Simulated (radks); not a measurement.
# Ca⁺ in [Ne] 3p6 4s1 4p2: an all-electron calculation

What are the levels of the calcium ion Ca+, how large are its shells, and how does its energy divide?

Program: radks (a radial shooting solver on a logarithmic mesh, Libxc functionals) version 1. Level of theory: non-relativistic Kohn-Sham, BLYP, spin-polarised, spherical densities, point nucleus; open shells are filled with parallel spins first. These are calculated values, not measurements, unless marked.

## 1. The system

| Quantity | Value |
| --- | --- |
| element | calcium (Z = 20) |
| charge | +1 |
| electrons | 19 |
| configuration | [Ne] 3p6 4s1 4p2 |

Outer shells as boxes (Hund's rule):

Ca⁺
```
[Ne] core
3p [↑↓][↑↓][↑↓]
4s [↑ ]
4p [↑ ][↑ ][  ]
```

## 2. The calculation

Settings of this run:

```text
Z 20
configuration [Ne] 3p6 4s1 4p2 3s0 3d0
relativity non-relativistic
functional b88,lyp
spin polarised
nucleus point
```

Started as:

```console
$ python run_ks.py task.json out
```

The same process makes all the runs of this session.

Q: Predict the outcome of this run.

**Answer**, as computed:

```
                        quantity                   value
                    total energy      -673.41210 hartree
exchange-correlation share of it                  5.21 %
                            −T/E                  0.9991
          highest occupied level        4p up, -9.673 eV
    most extended occupied level  4p up, <r> = 3.41 bohr
 radius at density 0.001 e/bohr³               4.91 bohr
    maxima of the radial density                       4
```

**Reading.** The radial density shows 4 maxima for 4 occupied principal shells. −T/E = 0.9991, near the virial value of 1. This is not the tabulated ground configuration, so its levels and sizes aren't those of the ground state, and no measured value stands beside it.
